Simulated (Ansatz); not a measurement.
**Sn4Pd: properties at the relaxed cell**

One table from this session's results is given with a row withheld; the runs are named, their logs left out.

Computed with Ansatz 0.2.0 (DFT PBEsol, scalar-relativistic, plane waves, PAW, unless a step's input says otherwise).

1 further run of the same task is left out (set aside as unsound or not needed).

### The structure to begin with

The structure is orthorhombic, space group Ccce (No. 68). The conventional cell has a = 6.442 Å, b = 11.437 Å, c = 6.396 Å, α = 90.00°, β = 90.00°, γ = 90.00°. Around Sn (site symmetry 1) lie 2 Pd at 2.78 to 2.80 Å and 2 Sn at 3.03 to 3.07 Å. Around Pd (site symmetry 222) lie 8 Sn at 2.78 to 2.80 Å.

As a file:

```cif
data_structure
_symmetry_space_group_name_H-M 'P 1'
_symmetry_Int_Tables_number 1
_cell_length_a 6.5631
_cell_length_b 6.5631
_cell_length_c 6.3962
_cell_angle_alpha 90.000
_cell_angle_beta 90.000
_cell_angle_gamma 121.221
_cell_volume 235.61
loop_
_atom_site_label
_atom_site_type_symbol
_atom_site_fract_x
_atom_site_fract_y
_atom_site_fract_z
_atom_site_occupancy
Sn1 Sn 0.95747 0.70568 0.83023 1
Sn2 Sn 0.04253 0.29432 0.83023 1
Sn3 Sn 0.70568 0.95747 0.16977 1
Sn4 Sn 0.29432 0.04253 0.16977 1
Sn5 Sn 0.54253 0.79432 0.66977 1
Sn6 Sn 0.45747 0.20568 0.66977 1
Sn7 Sn 0.79432 0.54253 0.33023 1
Sn8 Sn 0.20568 0.45747 0.33023 1
Pd1 Pd 0.50000 0.50000 0.00000 1
Pd2 Pd 0.00000 0.00000 0.50000 1
```

It is the result of an earlier relaxation at this level (volume 23.56 Å³/atom; gap on the mesh: none (metal)).

The first run:

input.yaml reads:

```yaml
crystal:
  lattice:
    - [3.2208026986, -5.7184156591, 0.0]
    - [3.2208026986, 5.7184156591, 0.0]
    - [0.0, 0.0, 6.3962171861]
  atoms:
    - { symbol: Sn, position: [0.9574709752, 0.7056800209, 0.8302261606] }
    - { symbol: Sn, position: [0.0425290248, 0.2943199791, 0.8302261606] }
    - { symbol: Sn, position: [0.7056800209, 0.9574709752, 0.1697738394] }
    - { symbol: Sn, position: [0.2943199791, 0.0425290248, 0.1697738394] }
    - { symbol: Sn, position: [0.5425290248, 0.7943199791, 0.6697738394] }
    - { symbol: Sn, position: [0.4574709752, 0.2056800209, 0.6697738394] }
    - { symbol: Sn, position: [0.7943199791, 0.5425290248, 0.3302261606] }
    - { symbol: Sn, position: [0.2056800209, 0.4574709752, 0.3302261606] }
    - { symbol: Pd, position: [0.5, 0.5, 0.0] }
    - { symbol: Pd, position: [0.0, 0.0, 0.5] }
basis:
  ecutwfc: 420
kpoints:
  mp_grid: { grid: [6, 6, 6] }
  band_path:
    path:
      - [[0.0, 0.0, 0.0], [-0.5, 0.5, 0.0], [-0.32930797, 0.67069203, 0.0]]
      - [[0.32930797, 0.32930797, 0.0], [0.0, 0.0, 0.0], [0.0, 0.0, 0.5], [0.32930797, 0.32930797, 0.5]]
      - [[-0.32930797, 0.67069203, 0.5], [-0.5, 0.5, 0.5], [-0.5, 0.5, 0.0]]
      - [[0.0, 0.0, 0.0], [0.0, 0.5, 0.0], [0.0, 0.5, 0.5], [0.0, 0.0, 0.5], [-0.5, 0.5, 0.5]]
    npoints: 14
hamiltonian:
  xc: pbesol
scf:
  occupations: { method: gaussian, width: 0.1 }
  n_extra_bands: 25
output:
  forces: true
  stress: true
  eigenvalues: true
  populations: true
  dos: { projected: true, de: 0.02, nscf_kmesh: { grid: [9, 9, 9] } }
  bader: true
  write_density: true
  write_potential: true
  elf: true
  volumetric_format: npy
```

Command:

```sh
$ ansatz run input.yaml --threads 2 --pin off --max-ram 5120MiB --backend cpu --events-out ev --progress --plain --runs-dir out
```

Among the steps run: Bands, states and charges; Volume × 0.97; Point at V/V0 = 1.03; The cell scaled to 0.94 of its volume; Point at V/V0 = 1.06.

One table of the session follows, with a row left open; its other results are not shown here.

It belongs to the step «Energy against volume». 

```
volume (Å³/atom)  energy above the lowest point (meV/atom)  pressure (GPa)
          22.147                                      20.5            4.98
          22.854                                         ?               ?
          23.561                                       0.0            0.00
          24.268                                       4.2           -1.86
          24.975                                      15.8           -3.36
```

**Question.** Estimate the row for volume (Å³/atom) = 22.854.

Worked estimate for «energy above the lowest point (meV/atom)». A straight line through the neighbours (22.147, 20.5) and (23.561, 0.0) gives 20.5 + (0.0 − 20.5) × (22.854 − 22.147) / (23.561 − 22.147) = 10.2; a parabola fitted to 3 rows on both sides gives 5.4.

**Answer.** energy above the lowest point (meV/atom): 4.8; pressure (GPa): 2.25. In «energy above the lowest point (meV/atom)» the line misses by +5.4 and the parabola by +0.6.
